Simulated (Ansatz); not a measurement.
**C₂H₇FSeSi: ionisation energy by level of theory**

One table from this session's results is given with a row withheld; the runs are named, their logs left out.

Program: Ansatz 0.2.0, Gaussian basis. Level of theory: unrestricted cation, the program's frozen cores in correlated methods. These are calculated values, not measurements.

Levels to be run: UKS PBE-D4/def2-TZVPP; UKS r2SCAN-D4/def2-TZVPP; UKS PBE0-D4/def2-TZVPP; UKS B3LYP-D4/def2-TZVPP; UKS wB97X-V/def2-TZVPP; UKS wB97M-V/def2-TZVPP; UKS B2PLYP/def2-TZVPP; UHF-CCSD(T)/def2-TZVPP; UHF-MP2/def2-QZVPP; extrapolation to the limit; then −ε(HOMO) from the neutral's earlier runs with LDA (SPW92), PBE-D4, revPBE-D4, BLYP-D4, r2SCAN-D4, B97M-V, PBE0-D4, B3LYP-D4, r2SCANh-D4, r2SCAN0-D4, HSE06-D4, BHLYP-D4, CAM-B3LYP-D4, LC-ωPBE, ωB97X-V, ωB97M-V.

### The geometry

All runs share one geometry, relaxed beforehand with PBE0-D4 in a triple-zeta def2 set.

SMILES `C[Si](C)(F)[SeH]`, 12 atoms, charge 0, spin multiplicity 1.

Atoms are counted from 1 here; the program's logs count them from 0.

Bond lengths: C1–Si2 1.854 Å, C1–H6 1.093 Å, C1–H7 1.094 Å, C1–H8 1.091 Å, Si2–C3 1.854 Å, Si2–F4 1.605 Å, Si2–Se5 2.288 Å, C3–H9 1.094 Å, C3–H10 1.091 Å, C3–H11 1.093 Å, Se5–H12 1.469 Å. Angles: Si2–C1–H6 110.6°, Si2–C1–H7 110.6°, Si2–C1–H8 110.6°, H6–C1–H7 108.1°, H6–C1–H8 108.1°, H7–C1–H8 108.7°, C1–Si2–C3 112.7°, C1–Si2–F4 108.4°, C1–Si2–Se5 111.8°, C3–Si2–F4 108.5°, C3–Si2–Se5 111.8°, F4–Si2–Se5 103.0°, Si2–C3–H9 110.6°, Si2–C3–H10 110.6°, Si2–C3–H11 110.6°, H9–C3–H10 108.7°, H9–C3–H11 108.1°, H10–C3–H11 108.1° and more.

The first run:

in.yaml

```yaml
crystal:
  periodic: [false, false, false]
  atoms:
    - {symbol: C, position_ang: [-1.492718, -0.620558, -0.235836]}
    - {symbol: Si, position_ang: [0.100522, 0.282761, -0.522663]}
    - {symbol: C, position_ang: [1.523657, -0.465438, 0.400181]}
    - {symbol: F, position_ang: [0.432439, 0.239480, -2.091879]}
    - {symbol: Se, position_ang: [-0.102522, 2.521997, -0.099787]}
    - {symbol: H, position_ang: [-1.784698, -0.560867, 0.815807]}
    - {symbol: H, position_ang: [-1.388930, -1.676595, -0.501185]}
    - {symbol: H, position_ang: [-2.294516, -0.186287, -0.835746]}
    - {symbol: H, position_ang: [1.639934, -1.520635, 0.136675]}
    - {symbol: H, position_ang: [2.452250, 0.058076, 0.165742]}
    - {symbol: H, position_ang: [1.359515, -0.400302, 1.478888]}
    - {symbol: H, position_ang: [-0.367833, 2.273268, 1.323804]}
basis:
  gaussian: {orbitals: def2-TZVPP}
total_charge: 1
magnetization: {spin_polarized: true, initial_magnetization: 1}
hamiltonian: {xc: pbe, dispersion: d4}
```

On the command line:

```sh
$ ansatz run in.yaml --threads 2 --pin off --events-out ev --progress --plain --max-ram 32768MiB --backend cuda --devices 0, --max-vram 18GiB
```

Among the steps run: Cation, UKS PBE-D4/def2-TZVPP; Cation, UKS r2SCAN-D4/def2-TZVPP; Cation, UKS PBE0-D4/def2-TZVPP; Cation, UKS B3LYP-D4/def2-TZVPP; Cation, UKS wB97X-V/def2-TZVPP; Cation, UKS wB97M-V/def2-TZVPP; Cation, UKS B2PLYP (frozen core)/def2-TZVPP; Cation, UHF-CCSD(T)/def2-TZVPP; Cation, UHF-MP2/def2-QZVPP.

One table of the session follows, with a row left open; its other results are not shown here.

It belongs to the step «Ionisation energies side by side». For comparison, −ε(HOMO) of the neutral from earlier runs:

```
  functional  −ε(HOMO) (eV)
 LDA (SPW92)           5.93
      PBE-D4           5.79
   revPBE-D4           5.74
     BLYP-D4           5.63
   r2SCAN-D4           6.07
      B97M-V           6.15
     PBE0-D4           6.96
    B3LYP-D4           6.72
  r2SCANh-D4           6.50
  r2SCAN0-D4           7.14
    HSE06-D4           6.56
    BHLYP-D4           7.97
CAM-B3LYP-D4              ?
     LC-ωPBE           9.62
     ωB97X-V           9.27
     ωB97M-V           9.13
```

Estimate the missing values for CAM-B3LYP-D4.

**Answer.** −ε(HOMO) (eV): 8.25. In the column «−ε(HOMO) (eV)» it lies between BHLYP-D4 (7.97) and ωB97M-V (9.13).
